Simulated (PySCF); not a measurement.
# One shape, several levels: C3H7FGe (SMILES C[CH](C)[Ge][F])

We compute a comparison of 6 runs (HF/3-21G, HF/def2-SVP, SVWN5/6-31G*, B3LYP/6-31G*, B2PLYP/def2-SVP, CCSD(T)/cc-pVDZ) of C3H7FGe. The job is set up through a Python script.

Program for the calculation: PySCF 2.14.0.

**1. The molecule**

The species is C3H7FGe (12 atoms), meant as a singlet with charge 0. SMILES: `C[CH](C)[Ge][F]`. Geometry: relaxed at PBE0-D4/def2-TZVP. This is one conformer, not always the lowest.

Bond lengths: C1–C2 1.525 Å, C2–C3 1.525 Å, C2–Ge4 2.002 Å, Ge4–F5 1.769 Å, C1–H6 1.093 Å, C1–H7 1.096 Å, C1–H8 1.095 Å, C2–H9 1.097 Å, C3–H10 1.096 Å, C3–H11 1.095 Å, C3–H12 1.093 Å. Some angles: C1–C2–C3 111.9°, C1–C2–Ge4 109.8°, C3–C2–Ge4 109.7°, C2–Ge4–F5 95.2°, C1–C2–H9 109.4°, C3–C2–H9 109.4°, Ge4–C2–H9 106.6°, C2–C1–H6 110.9°, C2–C1–H7 110.9°, C2–C1–H8 112.6°.

**2. Energy and forces at HF/3-21G (run 1)**

Input file run.py:

```python
# C[CH](C)[Ge][F]
from pyscf import gto, scf

molecule = gto.Mole()
molecule.atom = '''
C       -0.752200       0.083100       1.096600
C        0.057100      -0.613800       0.008200
C        1.237000       0.235100      -0.453400
Ge      -1.124200      -1.032100      -1.553600
F       -1.532700       0.654000      -1.901800
H       -1.164300       1.027500       0.731600
H       -0.124400       0.310000       1.965700
H       -1.586600      -0.528000       1.456100
H        0.426400      -1.575100       0.387600
H        1.905400       0.463700       0.384400
H        1.841800      -0.265200      -1.217000
H        0.893800       1.185500      -0.870400
'''
molecule.max_memory = 1860
molecule.basis = '3-21g'
molecule.verbose = 4
molecule.spin = 0
molecule.build()

hf = scf.RHF(molecule)
hf.conv_tol = 1e-10
hf.kernel()
if not hf.converged:
    hf = hf.newton().run(hf.mo_coeff, hf.mo_occ)

etot = hf.e_tot
print(f'total energy: {etot:.8f} hartree')
grad = hf.nuc_grad_method().kernel()
dip = hf.dip_moment()
pop, q = hf.mulliken_pop()
```

The run is started by

```
OMP_NUM_THREADS=1 python run.py
```

The program printed:

```text
PySCF version 2.14.0

[... 68 lines left out ...]
converged SCF energy = -2281.31363784272
total energy: -2281.31363784 hartree
[... 11 lines left out ...]
Dipole moment(X, Y, Z, Debye):  0.92268, -1.50628,  1.02849
[... 85 lines left out ...]
charge of   11H =      0.21984
```

Wall time 3.3 s (1 thread of Arm Neoverse V2, shared host); peak memory 0.14 GiB.

**3. Energy and gradient at HF/def2-SVP (run 2)**

Input file run.py:

```python
# C[CH](C)[Ge][F]
import pyscf.grad
from pyscf import gto

mol = gto.M(
    atom='''
C   -0.752200   0.083100   1.096600
C    0.057100  -0.613800   0.008200
C    1.237000   0.235100  -0.453400
Ge  -1.124200  -1.032100  -1.553600
F   -1.532700   0.654000  -1.901800
H   -1.164300   1.027500   0.731600
H   -0.124400   0.310000   1.965700
H   -1.586600  -0.528000   1.456100
H    0.426400  -1.575100   0.387600
H    1.905400   0.463700   0.384400
H    1.841800  -0.265200  -1.217000
H    0.893800   1.185500  -0.870400
''',
    verbose=4,
    max_memory=1860,
    basis='def2-svp',
)

mf = mol.RHF()
mf.conv_tol = 1e-10
mf.kernel()
if not mf.converged:
    mf = mf.newton().run(mf.mo_coeff, mf.mo_occ)

etot = mf.e_tot
print('Final energy', etot)
grad = mf.Gradients().kernel()
mf.analyze()
```

The run is started by

```
OMP_NUM_THREADS=1 python run.py
```

The program printed:

```text
PySCF version 2.14.0

[... 97 lines left out ...]
MO #8   energy= -11.2297744257928  occ= 2
[... 22 lines left out ...]
MO #31  energy= -0.49216021745828  occ= 2
[... 22 lines left out ...]
MO #54  energy= 0.665397264293106  occ= 0
[... 22 lines left out ...]
MO #77  energy= 1.60486877813065   occ= 0
[... 22 lines left out ...]
MO #100 energy= 2.57235579947991   occ= 0
[... 22 lines left out ...]
MO #123 energy= 3.85136447659629   occ= 0
[... 138 lines left out ...]
Dipole moment(X, Y, Z, Debye):  1.08343, -1.59775,  1.22553
```

Run time: 16 s. Hardware: 1 thread of Arm Neoverse V2, shared host; peak memory 0.34 GiB.

Runs 3 to 5 aren't shown in full; the table further down has their settings and results.

**4. A single-point energy at CCSD(T)/cc-pVDZ (run 6)**

Input file job.py:

```python
# C[CH](C)[Ge][F]
from pyscf import gto, scf, cc

system = gto.Mole()
system.atom = '''
C     -1.421452     0.157036     2.072274
C      0.107903    -1.159914     0.015496
C      2.337591     0.444275    -0.856802
Ge    -2.124430    -1.950386    -2.935879
F     -2.896383     1.235881    -3.593881
H     -2.200208     1.941694     1.382524
H     -0.235082     0.585815     3.714635
H     -2.998239    -0.997775     2.751630
H      0.805779    -2.976508     0.732458
H      3.600684     0.876266     0.726411
H      3.480498    -0.501155    -2.299797
H      1.689037     2.240270    -1.644818
'''
system.verbose = 4
system.max_memory = 1860
system.charge = 0
system.basis = 'cc-pvdz'
system.unit = 'bohr'
system.build()

hf = scf.RHF(system)
hf.conv_tol = 1e-10
hf.kernel()
if not hf.converged:
    hf = hf.newton().run(hf.mo_coeff, hf.mo_occ)

mycc = cc.CCSD(hf, frozen=13)
mycc.kernel()
e_t = mycc.ccsd_t()
e_tot = mycc.e_tot + e_t
print('E = %.10f Eh' % e_tot)
hf.analyze()
```

The run is started by

```
OMP_NUM_THREADS=1 python job.py
```

The program printed:

```text
PySCF version 2.14.0

[... 115 lines left out ...]
MO #8   energy= -11.2293739149935  occ= 2
[... 21 lines left out ...]
MO #30  energy= -0.493330908653635 occ= 2
[... 21 lines left out ...]
MO #52  energy= 0.582210794373038  occ= 0
[... 21 lines left out ...]
MO #74  energy= 1.36715195694622   occ= 0
[... 21 lines left out ...]
MO #96  energy= 2.13998800402351   occ= 0
[... 21 lines left out ...]
MO #118 energy= 4.2003874847497    occ= 0
[... 133 lines left out ...]
Dipole moment(X, Y, Z, Debye):  1.08603, -1.65546,  1.22283
```

It took 4.1 min on 1 thread of Arm Neoverse V2, shared host; peak memory 1.3 GiB.

**5. The series**

```csv
run,level,integration grid,Cartesian functions,energy (Eh),dipole moment (D) of the reference,HOMO energy (eV),LUMO energy (eV),wall time
1,HF/3-21G,–,no,-2281.313638,2.04,-8.65,0.98,3.3 s
2,HF/def2-SVP,–,no,-2292.069836,2.29,-8.92,0.81,16 s
3,SVWN5/6-31G* (spherical functions),5,no,-2290.189673,1.84,-5.22,-3.22,39 s
4,B3LYP/6-31G* (Cartesian functions),5,yes,-2295.163945,1.88,-6.05,-2.44,64 s
5,B2PLYP/def2-SVP,5,no,-2294.375321,2.10,-7.32,-1.15,46 s
6,CCSD(T)/cc-pVDZ,–,no,-2293.271969,2.33,-8.85,0.83,4.1 min
```

**6. Results**

```
                                           quantity           value
                                run 6: total energy  -2293.27197 Eh
        run 6: dipole moment (Hartree–Fock density)          2.33 D
         run 6: HOMO energy (Hartree–Fock orbitals)        -8.85 eV
         run 6: LUMO energy (Hartree–Fock orbitals)         0.83 eV
       run 6: HOMO–LUMO gap (Hartree–Fock orbitals)         9.68 eV
run 6: correlation energy (13 core orbitals frozen)      -794.4 mEh
                              run 6: (T) correction      -21.83 mEh
                               run 6: T1 diagnostic           0.012
```

In words: Over runs 1, 2, 3, 4, 5 the dipole moment (its size) runs from 1.84 D (SVWN5/6-31G*) to 2.29 D (HF/def2-SVP). The two ends differ in method and basis. Over runs 1, 2, 3, 4, 5 the HOMO–LUMO gap runs from 2.00 eV (SVWN5/6-31G*) to 9.73 eV (HF/def2-SVP). Totals of different functionals can't be ranked against each other. All runs together took 6.9 min, the longest 4.1 min.
